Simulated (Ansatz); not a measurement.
**GePH₃+ (quartet): from Hartree-Fock to the top rungs, cc-pVDZ**

An exercise on one series of results from a longer session: the logs are not shown, and one member is left open.

Method: cc-pVDZ, core rule «outside noble gas», up to 19 orbitals frozen; program: Ansatz 0.2.0, Gaussian basis.

Plan: UHF; CCSD(T) on ROHF; CCSD(T) on UHF; BCCD(T) on ROHF; CISD; CCSDT(Q) on ROHF; CCSDT(Q) on UHF.

29 further runs of the same task are left out: 2 for a known fault of the program, 16 that didn't finish, 11 set aside as unsound or not needed.

## The system

The geometry is a PBE0/def2-TZVP stationary point (not a proven minimum) of the parent state, kept for this charge and spin. No spin-orbit coupling is included. The filled d shell of Ge may be among the frozen orbitals whatever the setting's name suggests; the logs give the count.

5 atoms, charge 1, spin multiplicity 4.

Atoms are counted from 1 here; the program's logs count them from 0.

Bond lengths: Ge1–P2 2.312 Å, Ge1–H3 1.539 Å, Ge1–H4 1.539 Å, Ge1–H5 1.539 Å. Angles: P2–Ge1–H3 110.1°, P2–Ge1–H4 110.1°, P2–Ge1–H5 110.1°, H3–Ge1–H4 108.8°, H3–Ge1–H5 108.8°, H4–Ge1–H5 108.8°.

Geometry (Å):

```xyz
5
charge 1, multiplicity 4
Ge   -0.6565   -0.0048    0.0009
P     1.6553    0.0121   -0.0022
H    -1.1960    1.4368    0.0039
H    -1.1784   -0.7335    1.2523
H    -1.1818   -0.7294   -1.2515
```

Set-up of the first run:

in.yaml

```yaml
crystal:
  periodic: [false, false, false]
  atoms:
    - {symbol: Ge, position_ang: [-0.656484, -0.004808, 0.000881]}
    - {symbol: P, position_ang: [1.655316, 0.012124, -0.002222]}
    - {symbol: H, position_ang: [-1.195968, 1.436850, 0.003923]}
    - {symbol: H, position_ang: [-1.178396, -0.733455, 1.252326]}
    - {symbol: H, position_ang: [-1.181787, -0.729442, -1.251475]}
basis:
  gaussian: {orbitals: cc-pVDZ}
total_charge: 1
magnetization: {spin_polarized: true, initial_magnetization: 3}
hamiltonian: {xc: hf}
output: {orbitals: {seedname: orbitals}}
```

On the command line:

```sh
ansatz run in.yaml --threads 1 --pin off --events-out ev --progress --plain --max-ram 2393MiB
```

Steps of the session up to this table: UHF; CCSD(T) on ROHF; CCSD(T) on UHF; BCCD(T) on ROHF; CISD; CCSDT(Q) on ROHF; CCSDT(Q) on UHF.

One of the session's tables, all rows but one given; the rest of the session is left out.

| method | from UCCSDT(Q) (meV) |
| --- | --- |
| ROHF | +5529.8 |
| UHF | +5496.7 |
| RMP2 | +1276.2 |
| UMP2 | +1271.7 |
| CISD | +543.9 |
| RCCSD | +165.2 |
| UCCSD | ? |
| RCCSD(T) | +36.9 |
| UCCSD(T) | +36.2 |
| BCCD(T) | +36.8 |
| RCCSDT | +6.6 |
| UCCSDT | +6.0 |
| RCCSDT(Q) | +0.9 |
| UCCSDT(Q) | 0 |

**Question.** Estimate the row for UCCSD.

As computed: from UCCSDT(Q) (meV): +164.3. In the column «from UCCSDT(Q) (meV)» it lies between RCCSD(T) (+36.9) and RCCSD (+165.2).

Caveats from the session: Restricted and unrestricted rows rest on different reference determinants; where their highest levels disagree by more than a few hundredths of an eV, they describe different states and don't form one ladder.
